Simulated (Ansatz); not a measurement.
**CH7BFNSi: a ladder of functionals and wavefunction methods**

The task here is to estimate one member of a computed series from the others.

The runs use Ansatz 0.2.0, Gaussian basis; functionals in def2-TZVPP, the program's frozen cores in correlated methods.

The runs, in order: LDA (SPW92), PBE-D4, revPBE-D4, BLYP-D4, r2SCAN-D4, B97M-V, PBE0-D4, B3LYP-D4, r2SCANh-D4, r2SCAN0-D4, HSE06-D4, BHLYP-D4, CAM-B3LYP-D4, LC-ωPBE, ωB97X-V, ωB97M-V, B2PLYP, PBE-QIDH; CCSD(T)/def2-SVP; CCSD(T)/def2-TZVPP; MP2/def2-QZVPP; extrapolation to the limit; RPA on PBE.

## The geometry

The geometry comes from an earlier relaxation with PBE0-D4 in a triple-zeta def2 set; it is a stationary point, not always the lowest conformer.

SMILES `C[SiH2]B(N)F`, 12 atoms, charge 0, spin multiplicity 1.

Atoms are counted from 1 here; the program's logs count them from 0.

Bond lengths: C1–Si2 1.878 Å, C1–H6 1.092 Å, C1–H7 1.092 Å, C1–H8 1.092 Å, Si2–B3 2.031 Å, Si2–H9 1.495 Å, Si2–H10 1.493 Å, B3–N4 1.392 Å, B3–F5 1.347 Å, N4–H11 1.008 Å, N4–H12 1.004 Å. Angles: Si2–C1–H6 110.9°, Si2–C1–H7 111.1°, Si2–C1–H8 110.3°, H6–C1–H7 108.2°, H6–C1–H8 108.0°, H7–C1–H8 108.2°, C1–Si2–B3 112.0°, C1–Si2–H9 109.9°, C1–Si2–H10 109.3°, B3–Si2–H9 109.5°, B3–Si2–H10 109.4°, H9–Si2–H10 106.6°, Si2–B3–N4 123.3°, Si2–B3–F5 119.4°, N4–B3–F5 117.3°, B3–N4–H11 122.7°, B3–N4–H12 122.7°, H11–N4–H12 114.6°.

As a file:

```xyz
12

C    -1.8313    0.4186   -0.7598
Si   -0.5236   -0.7281   -0.0510
B     1.0173    0.2977    0.7859
N     2.3540    0.0476    0.4879
F     0.7550    1.2749    1.6750
H    -1.4153    1.0388   -1.5568
H    -2.6702   -0.1471   -1.1702
H    -2.2148    1.0824    0.0184
H    -0.0003   -1.6274   -1.1244
H    -1.1475   -1.6109    0.9787
H     3.1117    0.5561    0.9165
H     2.6419   -0.6577   -0.1662
```

The first run:

File in.yaml:

```yaml
crystal:
  periodic: [false, false, false]
  atoms:
    - {symbol: C, position_ang: [-1.831311, 0.418582, -0.759759]}
    - {symbol: Si, position_ang: [-0.523557, -0.728089, -0.051036]}
    - {symbol: B, position_ang: [1.017257, 0.297675, 0.785885]}
    - {symbol: N, position_ang: [2.353990, 0.047648, 0.487899]}
    - {symbol: F, position_ang: [0.755000, 1.274892, 1.674967]}
    - {symbol: H, position_ang: [-1.415339, 1.038836, -1.556785]}
    - {symbol: H, position_ang: [-2.670178, -0.147145, -1.170235]}
    - {symbol: H, position_ang: [-2.214837, 1.082393, 0.018380]}
    - {symbol: H, position_ang: [-0.000318, -1.627424, -1.124399]}
    - {symbol: H, position_ang: [-1.147462, -1.610919, 0.978695]}
    - {symbol: H, position_ang: [3.111703, 0.556121, 0.916528]}
    - {symbol: H, position_ang: [2.641851, -0.657669, -0.166239]}
basis:
  gaussian: {orbitals: def2-TZVPP}
hamiltonian: {xc: lda}
output: {orbitals: {seedname: orbitals}}
```

Among the steps run: LDA; PBE-D4 (GGA); revPBE-D4 (GGA); BLYP-D4 (GGA); r2SCAN-D4 (meta-GGA); B97M-V (meta-GGA); PBE0-D4 (hybrid); B3LYP-D4 (hybrid); r2SCANh-D4 (hybrid); r2SCAN0-D4 (hybrid); HSE06-D4 (hybrid); BHLYP-D4 (hybrid); CAM-B3LYP-D4 (range-separated); LC-ωPBE (range-separated); ωB97X-V (range-separated); ωB97M-V (range-separated); B2PLYP (double hybrid); PBE-QIDH (double hybrid).

One of the session's tables, all rows but one given; the rest of the session is left out.

It belongs to the step «Orbital energies across the functionals». 

```
  functional  HOMO (eV)  gap (eV)
 LDA (SPW92)      -6.74      5.52
      PBE-D4      -6.64      5.65
   revPBE-D4      -6.59      5.70
     BLYP-D4      -6.55      5.71
   r2SCAN-D4      -6.93      6.21
      B97M-V      -7.03      6.18
     PBE0-D4      -7.97      7.87
    B3LYP-D4      -7.78      7.47
  r2SCANh-D4      -7.42      7.02
  r2SCAN0-D4          ?         ?
    HSE06-D4      -7.57      7.09
    BHLYP-D4      -9.25     10.06
CAM-B3LYP-D4      -9.37     10.32
     LC-ωPBE     -10.69     12.80
     ωB97X-V     -10.36     12.34
     ωB97M-V     -10.15     11.85
```

**Question.** Estimate the row for r2SCAN0-D4.

Worked estimate for «HOMO (eV)». Against the share of exact exchange, r2SCAN-D4 (0, -6.93), r2SCANh-D4 (0.1, -7.42) give a slope of -4.90 per unit share; at 0.25 the line stands at -8.15.

As computed: HOMO (eV): -8.16; gap (eV): 8.22. In «HOMO (eV)» the line misses by +0.01.
